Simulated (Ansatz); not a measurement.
**CH5BN2 (SMILES NC1BN1) at B2PLYP/cc-pVDZ**

What is the energy change on altering one bond length of CH5BN2 at B2PLYP/cc-pVDZ? 

The calculation is run with Ansatz 0.2.0.

74 further runs of the same task are left out: 74 set aside as unsound or not needed.

**1. Starting point**

CH5BN2 has 9 atoms, charge 0, and is taken as a singlet. As SMILES, `NC1BN1`. The coordinates come from a PBE0-D4/def2-TZVP relaxation. This is one conformer, not always the lowest.

Bond lengths: N1–C2 1.431 Å, C2–B3 1.561 Å, C2–N4 1.467 Å, B3–N4 1.341 Å, N1–H5 1.010 Å, N1–H6 1.010 Å, C2–H7 1.092 Å, B3–H8 1.184 Å, N4–H9 1.004 Å. Some angles: N1–C2–B3 121.1°, N1–C2–N4 117.3°, B3–C2–N4 52.5°, C2–B3–N4 60.2°, C2–N4–B3 67.4°, N1–C2–H7 115.1°, B3–C2–H7 121.0°, N4–C2–H7 113.6°, C2–N1–H5 112.4°, C2–N1–H6 112.7°.

**2. A single-point energy at B2PLYP/cc-pVDZ**

Contents of input.yaml:

```yaml
basis:
  gaussian: {orbitals: cc-pVDZ}
crystal:
  periodic: [false, false, false]
  atoms:
    - {symbol: N, position_ang: [0.142900, 1.194400, -0.640600]}
    - {symbol: C, position_ang: [-0.364200, -0.077200, -0.222300]}
    - {symbol: B, position_ang: [0.591200, -1.194100, 0.303200]}
    - {symbol: "N", position_ang: [-0.130500, -0.469900, 1.171500]}
    - {symbol: H, position_ang: [0.784000, 1.117400, -1.417000]}
    - {symbol: H, position_ang: [-0.589900, 1.842600, -0.892400]}
    - {symbol: H, position_ang: [-1.366400, -0.317200, -0.582700]}
    - {symbol: H, position_ang: [1.414200, -2.039000, 0.194700]}
    - {symbol: H, position_ang: [-0.392800, -0.103200, 2.068300]}
correlation: {frozen_orbitals: {B: 1, C: 1, H: 0, "N": 1}}
hamiltonian: {xc: {name: B2PLYP}}
output: {orbitals: {seedname: orbitals}}
accuracy: high
```

Command:

```bash
$ ansatz run input.yaml --threads 1 --pin off --max-ram 3480MiB --events-out events.jsonl --progress --plain --runs-dir runs
```

Output:

```text
Warning: RAYON_NUM_THREADS=1 ignored (pool sized by the plan → 1); use --threads N
Functional definition: B2PLYP
  name "B2PLYP"
  parameter a = 0.53
  parameter c = 0.27
  exchange = (1 - a)*b88_x + a*exact_x
  correlation = (1 - c)*lyp_c + c*(mp2_os + mp2_ss)
1915 factors; integrals over basis functions are off by at most 3.1e-9 eV
mean field evaluation 1: about -4758.9984 eV, gradient 4.7e1 eV
mean field evaluation 2: about -4758.9957 eV, gradient 4.7e1 eV
mean field evaluation 4: about -4763.6926 eV, gradient 5.0e0 eV
mean field evaluation 8: about -4763.7509 eV, gradient 7.8e-2 eV
mean field evaluation 16: about -4763.7510 eV, gradient 4.2e-6 eV
mean field -4763.75095555 eV, -175.0646186300 hartree, gradient 1.5e-8 eV, S^2 0.000000; 0 other end points of the search recorded, 0 dependent functions left out
4 core orbitals not correlated: weight in the atoms' cores, before any rotation towards them, 1.000 or more for the frozen orbitals, at most 0.000 for the correlated occupied ones
reference -4763.75097982 eV, -175.0646195222 hartree; 11, 11 occupied and 66, 66 virtual orbitals, 1915 factors
second order -18.52629656 eV of doubles, -0.00000000 eV of singles
Total energy: -4768.75307990 eV, -175.2484433093 hartree
```

It took 7.5 s on 1 thread of Arm Neoverse V2, shared host; peak memory 0.24 GiB.

**3. The distorted shape at the same level**

Contents of input.yaml:

```yaml
crystal:
  periodic: [false, false, false]
  atoms:
    - {symbol: "N", position_ang: [0.362742, 0.999938, -0.565059]}
    - {symbol: C, position_ang: [-0.144358, -0.271662, -0.146759]}
    - {symbol: B, position_ang: [0.811042, -1.388562, 0.378741]}
    - {symbol: N, position_ang: [0.089342, -0.664362, 1.247041]}
    - {symbol: H, position_ang: [1.003842, 0.922938, -1.341459]}
    - {symbol: H, position_ang: [-0.589900, 1.842600, -0.892400]}
    - {symbol: H, position_ang: [-1.146558, -0.511662, -0.507159]}
    - {symbol: H, position_ang: [1.634042, -2.233462, 0.270241]}
    - {symbol: H, position_ang: [-0.172958, -0.297662, 2.143841]}
basis:
  gaussian:
    orbitals: cc-pVDZ
output: {orbitals: {seedname: orbitals}}
accuracy: high
hamiltonian:
  xc: {name: B2PLYP}
correlation:
  frozen_orbitals: {B: 1, C: 1, H: 0, "N": 1}
```

Command:

```bash
$ ansatz run input.yaml --threads 1 --pin off --max-ram 3480MiB --events-out events.jsonl --progress --plain --runs-dir runs
```

Output (excerpt; [...] marks lines left out):

```text
Warning: RAYON_NUM_THREADS=1 ignored (pool sized by the plan → 1); use --threads N
[... 2 set-up lines as earlier in the session ...]
[...]
1919 factors; integrals over basis functions are off by at most 3.1e-9 eV
[...]
mean field -4762.57182111 eV, -175.0212862386 hartree, gradient 4.2e-8 eV, S^2 0.000000; 0 other end points of the search recorded, 0 dependent functions left out
4 core orbitals not correlated: weight in the atoms' cores, before any rotation towards them, 1.000 or more for the frozen orbitals, at most 0.000 for the correlated occupied ones
reference -4762.57184675 eV, -175.0212871809 hartree; 11, 11 occupied and 66, 66 virtual orbitals, 1919 factors
second order -18.89521714 eV of doubles, -0.00000000 eV of singles
Total energy: -4767.67355538 eV, -175.2087715149 hartree
```

It took 8.1 s on 1 thread of Arm Neoverse V2, shared host; peak memory 0.24 GiB.

**4. Results**

At B2PLYP/cc-pVDZ, 4 core orbitals frozen:

| quantity | value |
| --- | --- |
| first shape: total energy | -175.24844 Eh |
| first shape: HOMO energy (SCF part's orbitals) | -7.88 eV |
| first shape: LUMO energy (SCF part's orbitals) | 2.03 eV |
| first shape: HOMO–LUMO gap (SCF part's orbitals) | 9.91 eV |
| distorted shape: total energy | -175.20877 Eh |
| distorted shape: HOMO energy (SCF part's orbitals) | -7.86 eV |
| distorted shape: LUMO energy (SCF part's orbitals) | 1.66 eV |
| distorted shape: HOMO–LUMO gap (SCF part's orbitals) | 9.53 eV |
| energy change with the N1–H6 bond stretched from 1.010 to 1.313 Å | 1.080 eV |

What this shows: With the N1–H6 bond stretched from 1.010 to 1.313 Å the energy rises by 1.08 eV (104 kJ/mol). The first shape isn't relaxed at this level, so the change isn't measured from a minimum.
